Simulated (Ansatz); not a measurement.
# FH4N2NbO: a ladder of functionals and wavefunction methods

The task here is to estimate one member of a computed series from the others.

Program: Ansatz 0.2.0, Gaussian basis. Level of theory: functionals in def2-TZVPP, the program's frozen cores in correlated methods. These are calculated values, not measurements.

Plan: LDA (SPW92), PBE-D4, revPBE-D4, BLYP-D4, r2SCAN-D4, B97M-V, PBE0-D4, B3LYP-D4, r2SCANh-D4, r2SCAN0-D4, HSE06-D4, BHLYP-D4, CAM-B3LYP-D4, LC-ωPBE, ωB97X-V, ωB97M-V, B2PLYP, PBE-QIDH; CCSD(T)/def2-SVP; CCSD(T)/def2-TZVPP; MP2/def2-QZVPP; extrapolation to the limit; RPA on PBE.

## The relaxed structure

All runs share one geometry, relaxed beforehand with PBE0-D4 in a triple-zeta def2 set. Nb takes the def2 core potential; no spin-orbit term is included.

SMILES `[NH]=[Nb]([NH2])([OH])[F]`, 9 atoms, charge 0, spin multiplicity 1.

Atoms are counted from 1 here; the program's logs count them from 0.

Bond lengths: N1–Nb2 1.744 Å, N1–H6 1.008 Å, Nb2–N3 1.965 Å, Nb2–O4 1.902 Å, Nb2–F5 1.890 Å, N3–H7 1.011 Å, N3–H8 1.007 Å, O4–H9 0.957 Å. Angles: Nb2–N1–H6 172.3°, N1–Nb2–N3 103.7°, N1–Nb2–O4 110.9°, N1–Nb2–F5 111.3°, N3–Nb2–O4 110.2°, N3–Nb2–F5 111.2°, O4–Nb2–F5 109.4°, Nb2–N3–H7 122.9°, Nb2–N3–H8 126.4°, H7–N3–H8 110.5°, Nb2–O4–H9 131.2°.

The first run:

Input file in.yaml:

```yaml
crystal:
  periodic: [false, false, false]
  atoms:
    - {symbol: N, position_ang: [-0.896052, 0.817565, -1.162468]}
    - {symbol: Nb, position_ang: [0.198361, 0.448357, 0.144458]}
    - {symbol: N, position_ang: [0.896694, -1.328625, -0.321161]}
    - {symbol: O, position_ang: [-0.726196, 0.376898, 1.805212]}
    - {symbol: F, position_ang: [1.591309, 1.721114, 0.255477]}
    - {symbol: H, position_ang: [-1.492268, 1.160205, -1.899861]}
    - {symbol: H, position_ang: [1.487527, -1.866836, 0.298608]}
    - {symbol: H, position_ang: [0.683184, -1.856158, -1.152506]}
    - {symbol: H, position_ang: [-1.654060, 0.481181, 2.015242]}
basis:
  gaussian: {orbitals: def2-TZVPP}
hamiltonian: {xc: lda}
output: {orbitals: {seedname: orbitals}}
```

The run is started by

```sh
ansatz run in.yaml --threads 2 --pin off --events-out ev --progress --plain --max-ram 20480MiB --backend cpu
```

Steps of the session up to this table: LDA; PBE-D4 (GGA); revPBE-D4 (GGA); BLYP-D4 (GGA); r2SCAN-D4 (meta-GGA); B97M-V (meta-GGA); PBE0-D4 (hybrid); B3LYP-D4 (hybrid); r2SCANh-D4 (hybrid); r2SCAN0-D4 (hybrid); HSE06-D4 (hybrid); BHLYP-D4 (hybrid); CAM-B3LYP-D4 (range-separated); LC-ωPBE (range-separated); ωB97X-V (range-separated); ωB97M-V (range-separated); B2PLYP (double hybrid); PBE-QIDH (double hybrid).

One table of the session follows, with a row left open; its other results are not shown here.

It belongs to the step «Frontier levels by functional». 

```
  functional  HOMO (eV)  gap (eV)
 LDA (SPW92)      -6.65      4.87
      PBE-D4      -6.43      4.87
   revPBE-D4      -6.34      4.88
     BLYP-D4      -6.31      4.84
   r2SCAN-D4      -6.74      5.32
      B97M-V      -6.78      5.41
     PBE0-D4      -7.85      7.15
    B3LYP-D4      -7.61      6.65
  r2SCANh-D4      -7.27      6.17
  r2SCAN0-D4      -8.07      7.46
    HSE06-D4          ?         ?
    BHLYP-D4      -9.17      9.39
CAM-B3LYP-D4      -9.29      9.66
     LC-ωPBE     -10.69     12.23
     ωB97X-V     -10.30     11.70
     ωB97M-V     -10.21     11.09
```

Estimate the missing values for HSE06-D4.

The run gave: HOMO (eV): -7.44; gap (eV): 6.36. In the column «HOMO (eV)» it lies between B3LYP-D4 (-7.61) and r2SCANh-D4 (-7.27).
